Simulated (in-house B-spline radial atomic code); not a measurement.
# Ir: ionisation energy by several methods

An exercise on one series of results from a longer session: the logs are not shown, and one member is left open.

Method: Dirac-Coulomb, several functionals; spherical all-electron atom at the radial basis limit. Code: in-house B-spline radial atomic code version 1.

### What is computed

```
element       : iridium (Z = 77)
charge        : 0
electrons     : 77
configuration : [Xe] 4f14 5d7 6s2
nucleus       : Fermi, rms radius 5.403 fm
```

Outer shells as boxes (Hund's rule):

[Xe] 4f14 5d7 6s2
```
[Xe] core
4f [↑↓][↑↓][↑↓][↑↓][↑↓][↑↓][↑↓]
5d [↑↓][↑↓][↑ ][↑ ][↑ ]
6s [↑↓]
```

The boxes only draw the filling; these runs are spin-restricted and spherical.

The first run:

Input settings:

```ini
Z = 77
electrons = 77.0
configuration = [Xe] 4f14 5d7 6s2
hamiltonian = dirac
method = lda,vwn
spin_polarised = False
nucleus = fermi
rms_radius = 5.4032
mass_number = 193
atomic_mass = 192.962923753
speed_of_light = 137.035999084
```

Steps of the session up to this table: LDA (VWN5); relativistic LDA; PW91; PBE; BP86; RPBE.

One table of the session follows, with a row left open; its other results are not shown here.

```
          method  ΔSCF (eV)
      LDA (VWN5)     10.179
relativistic LDA     10.137
            PW91      9.958
             PBE      9.884
            BP86          ?
            RPBE      9.775
```

Q: Estimate the row for BP86 from the others.

As computed: ΔSCF (eV): 10.068. In the column «ΔSCF (eV)» it lies between PW91 (9.958) and relativistic LDA (10.137).
